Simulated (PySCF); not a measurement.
# C₆H₁₄GeS₂: geometry, NMR shifts and electronic excitations

What NMR shifts and electronic excitations should C₆H₁₄GeS₂ (`CC(C)(C)[C@@H]1C[S][GeH2][S]1`) show?

Computed with PySCF 2.14.0, with density-fitted response routines of our own, on a single molecule in the gas phase. Atoms are numbered from 0 throughout.

**1. Starting geometry**

23 atoms, charge 0, multiplicity 1; geometry from: GFN2-xTB.

Bonds of the start (Å): C0–C1 1.53, C1–C2 1.53, C1–C3 1.53, C1–C4 1.55, C4–C5 1.52, C5–S6 1.83, S6–Ge7 2.22, Ge7–S8 2.21, S8–C4 1.85, C0–H9 1.09, C0–H10 1.09, C0–H11 1.09, C2–H12 1.09, C2–H13 1.09, C2–H14 1.09, C3–H15 1.09, C3–H16 1.09, C3–H17 1.09, C4–H18 1.10, C5–H19 1.09, C5–H20 1.09, Ge7–H21 1.52, Ge7–H22 1.52.

**2. Relaxing the molecule at PBE0-D3(BJ)/def2-SVP**

Job settings and geometry (Å):

```
{"job": {"xc": "PBE0", "basis": "def2-SVP", "d3": "d3bj", "grid": 1, "kind": "geom"}, "charge": 0, "multiplicity": 1}
C     -0.120397     1.233053     0.954159
C     -0.845010     0.198934     0.093573
C     -1.670636    -0.717236     1.005802
C     -1.801214     0.929404    -0.856508
C      0.100090    -0.667607    -0.769754
C      0.956953    -1.713827    -0.072599
S      2.375554    -1.079027     0.903007
Ge     2.931828     0.454362    -0.596470
S      1.156229     0.328670    -1.912438
H      0.458193     1.919150     0.334797
H     -0.852328     1.819584     1.504783
H      0.541039     0.758846     1.675558
H     -1.066524    -1.116152     1.816981
H     -2.098372    -1.544674     0.442930
H     -2.486107    -0.148290     1.445871
H     -1.246515     1.536655    -1.567765
H     -2.408800     0.218699    -1.412990
H     -2.464573     1.580124    -0.292469
H     -0.537005    -1.223801    -1.467393
H      0.364692    -2.296732     0.629458
H      1.369903    -2.391758    -0.821231
H      3.136331     1.811857     0.060853
H      4.201918     0.136749    -1.369836
```

**Question.** This job is followed by: GIAO PBE0/pcSseg-1 NMR shielding, non-relativistic, gas phase; TDDFT CAM-B3LYP/def2-SVPD, vertical, gas phase, core orbitals frozen in the response; GIAO WP04/pcSseg-1 NMR shielding, non-relativistic, gas phase. Predict these results of the whole session: point group; rotational constants (main isotopes); 13C shifts against TMS (PBE0/pcSseg-1, means over atoms taken as alike); 1H shifts against TMS (PBE0/pcSseg-1, means over atoms taken as alike); 33S shifts against CS2 (PBE0/pcSseg-1); 73Ge shifts against GeMe4 (PBE0/pcSseg-1); lowest singlet (CAM-B3LYP/def2-SVPD); brightest single state of those computed; lowest triplet; vertical ionisation energy (ΔSCF); range of the shift of S6.

The runs gave:

```
                                                               quantity                                   value
                                                            point group                                      C1
                                   rotational constants (main isotopes)                    1.38, 0.66, 0.56 GHz
13C shifts against TMS (PBE0/pcSseg-1, means over atoms taken as alike)              68.0, 43.1, 36.8, 29.2 ppm
 1H shifts against TMS (PBE0/pcSseg-1, means over atoms taken as alike)  5.66, 5.63, 3.34, 3.10, 2.71, 1.03 ppm
                                 33S shifts against CS2 (PBE0/pcSseg-1)                          -100, -131 ppm
                              73Ge shifts against GeMe4 (PBE0/pcSseg-1)                                  14 ppm
                                   lowest singlet (CAM-B3LYP/def2-SVPD)             5.16 eV (240 nm), f = 0.003
                               brightest single state of those computed            state 10, 7.14 eV, f = 0.057
                                                         lowest triplet                                 4.81 eV
                                      vertical ionisation energy (ΔSCF)                                 8.76 eV
                                               range of the shift of S6                         -131 to -88 ppm
```

Relaxing lowered the energy by 0.056 eV in 4 steps; the close pair that moved most is Ge7–H22, from 1.521 to 1.540 Å. No frequency check was run at this level, so the end point may be a saddle. At PBE0/pcSseg-1: Shielding is most anisotropic at S8 (span 384 ppm, paramagnetic term -462 ppm). The first singlet state (HOMO→LUMO 0.85) lies at 5.16 eV and is weak; of the 10 states computed, the strongest absorption comes from state 10 at 7.14 eV (the last computed, so partners may be missing). The lowest triplet lies 0.35 eV below the lowest singlet (triplets in Tamm-Dancoff, singlets in full TDDFT). The orbital energy would give 8.14 eV for ionisation, ΔSCF gives 8.76 eV. In ppm, S6 moves most: its shift spreads over 43 ppm, from -131 (PBE0/pcSseg-1) to -88 (WP04/pcSseg-1). Spin-orbit coupling is left out, which matters for shieldings and couplings at and beside the heavy atoms.
